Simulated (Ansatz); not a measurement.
Which YAML input does this script hand to the engine? (Ansatz's Python interface)

Script `run_scf.py`:
```python
# -*- coding: utf-8 -*-
'''SCF run for Sb, distorted.'''

from collections import Counter
import warnings

import ansatz as az
import numpy as np
from pymatgen.core import Structure

warnings.simplefilter('ignore', az.DeckWarning)

system = (
    az.Lattice.from_parameters(3.16, 3.16, 3.16, alpha=90.0, beta=90.0, gamma=90.0)
    .atom('Sb', [0.0, 0.0, 0.0])
)

# the calculation
model = system.calculation()
model = model.functional(az.Functional.R2SCAN, dispersion='D4')
model = model.basis(45 * az.Ry)
model = model.kpoints(6, 6, 6)
model = model.occupations('Fermi-Dirac', width=0.1)
model = model.stress().forces()
model = model.density_of_states(energy_step=0.05, method='smearing', broadening_width=0.1, projected=True)
def show(event):
    row = event['data']
    if event['event'] == 'scf_iter' and row.get('harris_foulkes_ev') is not None:
        print(f'  iteration {row["iter"]:3d}  Harris-Foulkes {row["harris_foulkes_ev"]:.5f} eV  residual {row["dr2_ev"]:.2e}')


outcome = model.session().plan().execute(on_event=show)
report = outcome.report

energy = report['free_energy_ev']
print('Sb: {:.6f} eV = {:.6f} Ry = {:.6f} Ha'.format(energy, energy / 13.605693, energy / 27.211386))
print('Fermi level {:.4f} eV, {} k-points, {} symmetry operations'.format(report['fermi_energy_ev'], report['n_kpoints'], report['n_symmetry_ops']))

# pressure is a third of the trace
print('pressure by term (GPa)')
for term, tensor in report['stress_terms_gpa'].items():
    if np.any(tensor):
        print(f'  {term:28s} {np.trace(np.array(tensor)) / 3:12.3f}')
print(f'  {"total":28s} {np.trace(np.array(report["stress_gpa"])) / 3:12.3f}')

# forces, one row an atom
forces = np.array(report['forces_ev_ang'])
norms = np.linalg.norm(forces, axis=1)
print('largest force {:.4f} eV/A on atom {}'.format(norms.max(), norms.argmax()))
print(np.array2string(forces, precision=4, suppress_small=True))

print(model.to_python())

final = Structure(outcome.lattice.cell_ang, [s.symbol for s in outcome.lattice.sites], [s.position_frac for s in outcome.lattice.sites])
# shortest distances, periodic images included
for index, site in enumerate(final):
    near = final.get_neighbors(site, 4.5)
    edge = 1.15 * min(n.nn_distance for n in near)
    shell = Counter((round(n.nn_distance, 2), n.specie.symbol) for n in near if n.nn_distance < edge)
    print(f'{index:2d} {site.specie.symbol:2s}', ', '.join(f'{count} {symbol} at {d:.2f}' for (d, symbol), count in sorted(shell.items())))

dos = outcome.density_of_states()
energy = np.asarray(dos.energies_ev) - dos.fermi_ev
projected = outcome.projected_density_of_states()
# electrons in each projected shell, from the curves below the Fermi level
step = energy[1] - energy[0]
for index, site in enumerate(projected.sites):
    for shell in site.shells:
        curve = sum(np.sum(part.g_bin_mean_per_ev, axis=0) for part in shell.curves)
        print(f'site {index} {site.species:2s} {shell.label:3s} filled {curve[energy <= 0].sum() * step:7.3f}  at E_F {np.interp(0, energy, curve):7.3f} /eV')
```

```console
$ python run_scf.py
  iteration   1  Harris-Foulkes -6499.24136 eV  residual 2.11e-03
  iteration   2  Harris-Foulkes -6499.24523 eV  residual 9.05e-04
  iteration   3  Harris-Foulkes -6499.24558 eV  residual 6.68e-06
  iteration   4  Harris-Foulkes -6499.24559 eV  residual 2.33e-07
  iteration   5  Harris-Foulkes -6499.24559 eV  residual 4.00e-09
  iteration   6  Harris-Foulkes -6499.24559 eV  residual 1.57e-10
Sb: -6499.245590 eV = -477.685744 Ry = -238.842872 Ha
Fermi level 9.3000 eV, 20 k-points, 48 symmetry operations
pressure by term (GPa)
  kinetic                           693.962
  hartree                          1234.147
  ewald                           -2461.784
  local_pseudopotential             916.124
  nonlocal_pseudopotential         -229.462
  augmentation                       -1.705
  nlcc                             -330.370
  xc                                176.287
  dispersion                         -0.759
  augmentation_tail                   0.000
  scf_correction                     -0.000
  pulay_correction                    0.003
  total                              -3.558
largest force 0.0000 eV/A on atom 0
[[-0. -0.  0.]]
(
    az.Lattice.from_parameters(3.16, 3.16, 3.16, alpha=90.0, beta=90.0, gamma=90.0)
    .atom("Sb", (0.0, 0.0, 0.0))
    .calculation()
    .basis(cutoff=612.25619053473)
    .kpoints(6, 6, 6)
    .functional("r2scan", dispersion="d4")
    .occupations(method="fermi_dirac", width=0.1)
    .density_of_states(energy_step=0.05, method="smearing", broadening_width=0.1, projected=True)
    .forces()
    .stress()
)

 0 Sb 6 Sb at 3.16
site 0 Sb 5S  filled   1.815  at E_F   0.121 /eV
site 0 Sb 5P  filled   3.139  at E_F   0.965 /eV
site 0 Sb 4D  filled   9.998  at E_F   0.001 /eV
```

`input.yaml`:
```yaml
crystal:
  lattice: { a: 3.16, b: 3.16, c: 3.16, alpha: 90.0, beta: 90.0, gamma: 90.0 }
  atoms:
    - { symbol: Sb, position: [0.0, 0.0, 0.0] }
basis:
  ecutwfc: 612.2561905347
kpoints:
  mp_grid: { grid: [6, 6, 6] }
hamiltonian:
  xc: r2scan
  dispersion: d4
scf:
  occupations: { method: fermi_dirac, width: 0.1 }
output:
  dos: { de: 0.05, method: { smearing: { sigma: 0.1 } }, projected: true }
  forces: true
  stress: true
```

On the command line:
```console
$ ansatz run input.yaml --threads 1 --pin off --max-ram 3072MiB --backend cpu --events-out ev --progress --plain --runs-dir out
Engine: ansatz 0.2.0, aarch64-unknown-linux-gnu
Pseudopotentials: kind: paw
Pseudopotential: Sb, paw, valence charge 15, recommended cutoff 500 eV (meta_gga), Sb.paw.azcp
Functional definition: r2SCAN
  parameter k0 = 0.174
  parameter k1 = 0.065
  parameter a1 = 4.9479
  exchange = r2scan_x(k0 = k0, k1 = k1, a1 = a1)
  correlation = r2scan_c
Crystal: 1 atoms, lattice volume = 31.554 Å³
Basis set: ecut = 612.2561905347 eV, 1045 PW (Γ), exchange–correlation on 108×108×108 points (64 copies of the dense FFT grid, shifted against one another)
Bands: 12, of which v1, the nominal top of the filled ones, is band 8 counted from 1 (7 counted from 0)
Symmetry: 48 space group operations
Space group: Pm-3m (ITA 221), of the structure as read, at distance tolerance 3.2e-5 Å
k-points: 20 of 216
Non-local potential: Sb, projectors of the file, l = 0: 2, l = 1: 2, l = 2: 2, l = 3: 2
PAW form: soft (Blöchl's): semilocal exchange-correlation on the pseudo side does not see the compensation charge
PAW frozen core: Sb, regenerated for the run's functional (the file was generated under x = pbe(κ = 0.804, μ = 0.2195149727645171), c = pbe(β = 0.06672455060314922))
PAW one-centre angular grid: Sb, 590 points (default); XC on 160 Gauss nodes
Initial density: superposition of atomic densities (neutral atoms: chi_scale 0, normalization atom), corrected by the library's trained network
Initial wavefunctions: pseudopotential atomic-orbital guess
Functional: x = r2scan, c = r2scan; τ floored in thin density (d = 2e-4 eV/Å³)
SCF iter   1: F=—  HF=-6499.241357 eV  |F-HF|=—  |Δ(HF+E_count)|=         —  Δρ=4.19e-3  dr2=2.11e-3  dr2_τ=2.42e-4  ethr=1.77e-3  ⟨swp⟩=5.3  Hψ=1452  notcnv=0
preconditioner: auto → none  [metal: Δε(μ)=0.065 eV  Ē_g=12.601 eV  σ=0.100 eV  W_gap=0.16  n_scr=6 (ndim 8)  ℏωp=14.8 eV  f_vac=0.004  D(μ)=0.70/eV (n_scr^D=6)  sad-step TF]
SCF iter   2: F=—  HF=-6499.245231 eV  |F-HF|=—  |Δ(HF+E_count)|=   3.87e-3  Δρ=2.43e-3  dr2=9.05e-4  dr2_τ=1.46e-5  ethr=1.41e-5  ⟨swp⟩=2.2  Hψ=540  notcnv=0  defer=4
SCF iter   3: F=—  HF=-6499.245584 eV  |F-HF|=—  |Δ(HF+E_count)|=   3.53e-4  Δρ=2.03e-4  dr2=6.68e-6  dr2_τ=2.09e-6  ethr=6.03e-6  ⟨swp⟩=2.0  Hψ=287  notcnv=0  defer=4
SCF iter   4: F=—  HF=-6499.245590 eV  |F-HF|=—  |Δ(HF+E_count)|=   5.29e-6  Δρ=2.90e-5  dr2=2.33e-7  dr2_τ=3.83e-9  ethr=4.46e-8  ⟨swp⟩=2.8  Hψ=370  notcnv=0  defer=4
iter 5 did not close the SCF: its close was put off for the readings that it lacked (scf_convergence_deferred on its scf_iter line)
SCF iter   5: F=-6499.245590 eV  HF=-6499.245590 eV  |F-HF|=5.68e-9  |Δ(HF+E_count)|=   5.12e-7  Δρ=4.13e-6  dr2=4.00e-9  dr2_τ=4.69e-10  ethr=1.55e-9  ⟨swp⟩=2.0  Hψ=287  notcnv=0  defer=4
SCF iter   6: F=-6499.245590 eV  HF=-6499.245590 eV  |F-HF|=2.09e-10  |Δ(HF+E_count)|=   5.78e-9  Δρ=6.66e-7  dr2=1.58e-10  dr2_τ=9.17e-12  ethr=2.67e-11  ⟨swp⟩=3.9  Hψ=1087  notcnv=0
SCF 1 converged in 6 iterations: F = -6499.245590 eV  dr2 = 1.58e-10
  greatest PAW one-centre occupation: 0.994 electrons in one spin orbital (limit 2), on the Sb atom at site 0 (counted from 0), in its partial waves of l = 2
SCF converged after 6 iterations
Free energy (F): -6499.245590 eV
Harris-Foulkes:  -6499.245590 eV  (|F-HF|=2.09e-10)
Internal energy: -6499.223862 eV  (E = F + TS)
E sigma→0 (E₀):  -6499.234726 eV
Entropy (-TS):   -0.021728 eV (-21.728 meV/atom)
Fermi energy:    9.299996 eV
--- Per-component energies (eV) ---
  E_band       = -188.654054
  E_kinetic    = 205.011218
  E_local      = -1613.591822  (includes V_loc(G=0)·N_el)
  E_nonlocal   = 362.564584
  E_hartree    = 729.186896
  E_xc         = -126.718315
  E_vxc        = -101.964218  (∫ρ·V_xc dr)
  E_paw        = -4601.490915  (= ΣΔE_a)
  E_vpaw       = -505.986124  (= ΣTr[D̂ρ^β])
  E_aug_tail   = -0.000000  (compensation charges beyond the density's cutoff)
  E_vtau       = 6.938849  (kinetic-family band-sum trace: ∫τ·v_τ [+ j·A + Jᵃ·Aᵃ] dr)
  E_ewald      = -1454.528087
  E_disp       = -0.163457  (pairwise vdW)
  E_core_change = 0.506037  (= ΣΔE_core)
  E_smearing   = -0.021728  (= −TS)
  E_closure    = -0.000000  (closes the sum)
  Σ components = -6499.245590   (vs F -6499.245590, Δ=0.00e0)
--- Forces (eV/Å), atoms counted from 1 ---
  atom   1  Sb     0.00000000     0.00000000     0.00000000
  max |Σ_I F_I| component: 1.03e-32 eV/Å
--- Stress (GPa, compression-positive) ---
       -3.557811       0.000000       0.000000
        0.000000      -3.557811       0.000000
        0.000000       0.000000      -3.557811
  P = ⅓ Tr σ = -3.5578 GPa (-35.578 kbar)
--- Band table (eV; the first three rows and the last of 20) ---
  k-point 0: bands = ["-20.8881", "-20.8881", "-20.7274", "-20.7274", "-20.7274", "-3.4768", "12.3463", "12.3463", "12.3463", "16.4197", "16.4197", "17.8258"]
  k-point 1: bands = ["-20.8867", "-20.8523", "-20.7377", "-20.7377", "-20.7266", "-3.0797", "9.1372", "12.7262", "12.7262", "16.7593", "17.6401", "20.8715"]
  k-point 2: bands = ["-20.8837", "-20.7803", "-20.7581", "-20.7581", "-20.7250", "-1.9943", "5.4040", "13.6649", "13.6649", "17.7238", "18.7632", "22.8309"]
  k-point 19: bands = ["-20.8126", "-20.8126", "-20.8126", "-20.6591", "-20.6591", "4.2716", "7.3650", "7.3650", "7.3650", "14.3641", "14.3641", "14.3641"]
```

Caveats:
- Absolute energies stand on the zero of these potentials, so only differences at equal settings mean something. A total without «per atom» is that of the cell as typed.
- Dispersion corrections can be off by several per cent in the lattices of metals, and by several GPa in the pressure at a fixed cell.
- The mesh is modest for a metal, so energies can be off by several to tens of meV an atom and pressures by half a GPa or more; differences at equal mesh fare better.
- An absolute Fermi energy rests on an arbitrary zero of the periodic potential and has no direct meaning.
- Projections exist only for the shells that the potentials hold, some of them semicore, and samples at single energies can miss narrow peaks.
- Pressure is positive in compression.
- The cell is a database structure, distorted on purpose.
- The computed bands are complete only to about 5.1 eV above the Fermi level; beyond that the density of states is undercounted.
- The whole script took 2.7 s on 1 thread of Arm Neoverse V2, on a shared host, peak memory 0.43 GiB.

(A comment or docstring line of the script was reworded after the run, the code is as it ran; lines on the test bed's own set-up are left out of the output.)
